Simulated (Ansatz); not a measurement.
# CH₇ClSi₂: up Jacob's ladder to CCSD(T)

The task here is to estimate one member of a computed series from the others.

Computed with Ansatz 0.2.0, Gaussian basis. Level: functionals in def2-TZVPP, the program's frozen cores in correlated methods.

The runs, in order: LDA (SPW92), PBE-D4, revPBE-D4, BLYP-D4, r2SCAN-D4, B97M-V, PBE0-D4, B3LYP-D4, r2SCANh-D4, r2SCAN0-D4, HSE06-D4, BHLYP-D4, CAM-B3LYP-D4, LC-ωPBE, ωB97X-V, ωB97M-V, B2PLYP, PBE-QIDH; CCSD(T)/def2-SVP; CCSD(T)/def2-TZVPP; CCSD(T)/def2-QZVPP; extrapolation to the limit; RPA on PBE.

## Structure used throughout

An earlier PBE0-D4 in a triple-zeta def2 set relaxation fixed the geometry.

SMILES `C[SiH2][SiH2]Cl`, 11 atoms, charge 0, spin multiplicity 1.

Atoms are counted from 1 here; the program's logs count them from 0.

Bond lengths: C1–Si2 1.873 Å, C1–H5 1.092 Å, C1–H6 1.092 Å, C1–H7 1.092 Å, Si2–Si3 2.339 Å, Si2–H8 1.491 Å, Si2–H9 1.489 Å, Si3–Cl4 2.071 Å, Si3–H10 1.485 Å, Si3–H11 1.487 Å. Angles: Si2–C1–H5 110.9°, Si2–C1–H6 110.3°, Si2–C1–H7 110.7°, H5–C1–H6 108.2°, H5–C1–H7 108.3°, H6–C1–H7 108.4°, C1–Si2–Si3 110.3°, C1–Si2–H8 111.2°, C1–Si2–H9 110.9°, Si3–Si2–H8 108.3°, Si3–Si2–H9 108.0°, H8–Si2–H9 108.0°, Si2–Si3–Cl4 107.9°, Si2–Si3–H10 113.2°, Si2–Si3–H11 112.4°, Cl4–Si3–H10 107.5°, Cl4–Si3–H11 107.0°, H10–Si3–H11 108.5°.

The first run:

The input, in.yaml:

```yaml
crystal:
  periodic: [false, false, false]
  atoms:
    - {symbol: C, position_ang: [-0.254843, 1.675515, 0.256442]}
    - {symbol: Si, position_ang: [-0.284611, 0.165617, -0.851544]}
    - {symbol: Si, position_ang: [0.566123, -1.693987, 0.284599]}
    - {symbol: Cl, position_ang: [-0.483193, -1.891961, 2.059246]}
    - {symbol: H, position_ang: [0.768237, 1.928620, 0.542237]}
    - {symbol: H, position_ang: [-0.826725, 1.488436, 1.167709]}
    - {symbol: H, position_ang: [-0.691130, 2.537240, -0.253216]}
    - {symbol: H, position_ang: [0.535719, 0.381252, -2.077819]}
    - {symbol: H, position_ang: [-1.674987, -0.153384, -1.278570]}
    - {symbol: H, position_ang: [0.410684, -2.963287, -0.470934]}
    - {symbol: H, position_ang: [2.000024, -1.531161, 0.642350]}
basis:
  gaussian: {orbitals: def2-TZVPP}
hamiltonian: {xc: lda}
output: {orbitals: {seedname: orbitals}}
```

Started as:

```sh
$ ansatz run in.yaml --threads 2 --pin off --events-out ev --progress --plain --max-ram 32768MiB --backend cpu
```

Among the steps run: LDA; PBE-D4 (GGA); revPBE-D4 (GGA); BLYP-D4 (GGA); r2SCAN-D4 (meta-GGA); B97M-V (meta-GGA); B3LYP-D4 (hybrid); r2SCANh-D4 (hybrid); r2SCAN0-D4 (hybrid); HSE06-D4 (hybrid); BHLYP-D4 (hybrid); CAM-B3LYP-D4 (range-separated); LC-ωPBE (range-separated); ωB97X-V (range-separated); ωB97M-V (range-separated); B2PLYP (double hybrid); PBE-QIDH (double hybrid).

One table of the session follows, with a row left open; its other results are not shown here.

It belongs to the step «Orbital energies across the functionals». 

```
  functional  HOMO (eV)  gap (eV)
 LDA (SPW92)      -6.84      5.29
      PBE-D4      -6.76      5.45
   revPBE-D4      -6.73      5.51
     BLYP-D4      -6.64      5.49
   r2SCAN-D4      -7.04      6.02
      B97M-V      -7.15      5.99
     PBE0-D4      -7.93      7.47
    B3LYP-D4      -7.74      7.10
  r2SCANh-D4          ?         ?
  r2SCAN0-D4      -8.11      7.82
    HSE06-D4      -7.54      6.70
    BHLYP-D4      -9.01      9.48
CAM-B3LYP-D4      -9.23      9.82
     LC-ωPBE     -10.53     12.26
     ωB97X-V     -10.21     11.80
     ωB97M-V      -9.98     11.28
```

**Question.** Estimate the row for r2SCANh-D4.

Worked estimate for «HOMO (eV)». Against the share of exact exchange, r2SCAN-D4 (0, -7.04), r2SCAN0-D4 (0.25, -8.11) give a slope of -4.28 per unit share; at 0.1 the line stands at -7.47.

As computed: HOMO (eV): -7.47; gap (eV): 6.74. In «HOMO (eV)» the line misses by 0.00.
